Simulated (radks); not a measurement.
# F in [He] 2s2 2p4 3d1: an all-electron calculation

Aim: the levels, the sizes of the orbitals and the parts of the energy of neutral fluorine.

Program: radks (a radial shooting solver on a logarithmic mesh, Libxc functionals) version 1. Level of theory: scalar-relativistic Kohn-Sham, PBEsol, spin-unpolarised, spherical densities, point nucleus. These are calculated values, not measurements, unless marked.

### 1 Starting point

| Property | Result |
| --- | --- |
| element | fluorine (Z = 9) |
| charge | 0 |
| electrons | 9 |
| configuration | [He] 2s2 2p4 3d1 |

Outer shells as boxes (Hund's rule):

F
```
[He] core
2s [↑↓]
2p [↑↓][↑ ][↑ ]
3d [↑ ][  ][  ][  ][  ]
```

### 2 The calculation

Settings of this run:

```text
Z 9
configuration [He] 2s2 2p4 3d1
relativity scalar-relativistic
functional pbe_sol,pbe_sol
spin unpolarised
nucleus point
c 137.035999084
```

Command:

```bash
python run_ks.py task.json out
```

The same process makes all the runs of this session.

Q: Predict the outcome of this run.

As calculated:

```
                        quantity                value
                    total energy    -98.79467 hartree
exchange-correlation share of it               9.56 %
                            −T/E               0.9991
          highest occupied level        3d, -0.707 eV
    most extended occupied level  3d, <r> = 10.4 bohr
 radius at density 0.001 e/bohr³            2.77 bohr
    maxima of the radial density                    3
```

What this shows: The radial density shows 3 maxima for 3 occupied principal shells. This is not the tabulated ground configuration, so its levels and sizes aren't those of the ground state, and no measured value stands beside it.
